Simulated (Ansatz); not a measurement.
# ClW: the cost of one run

Computed with Ansatz 0.2.0, Gaussian basis. Level: def2-QZVPP, core rule «outside noble gas», up to 9 orbitals frozen.

To be run: UHF; ROHF; CCSD(T) on UHF.

## Step 1: The system

The geometry is a PBE0/def2-TZVP stationary point (not a proven minimum). No spin-orbit coupling is included. Elements past krypton take def2 core potentials.

2 atoms, charge 1, spin multiplicity 7.

Atoms are counted from 1 here; the program's logs count them from 0.

Bond lengths: W1–Cl2 2.513 Å.

## Step 2: UHF

The input, in.yaml:

```yaml
crystal:
  periodic: [false, false, false]
  atoms:
    - {symbol: W, position_ang: [0.000000, 0.000000, 0.000000]}
    - {symbol: Cl, position_ang: [0.000000, 0.000000, 2.513200]}
basis:
  gaussian: {orbitals: "def2-QZVPP.json"}
total_charge: 1
magnetization: {spin_polarized: true, initial_magnetization: 6}
hamiltonian: {xc: hf}
output: {orbitals: {seedname: orbitals}}
```

Run with:

```
ansatz run in.yaml --threads 1 --pin off --events-out ev --progress --plain --max-ram 4096MiB --backend cpu
```

**Question.** How long does this run take on 1 thread of AMD EPYC 7R13, shared host, and how much memory does it need?

About 14 s, with a peak of 0.4 GiB.
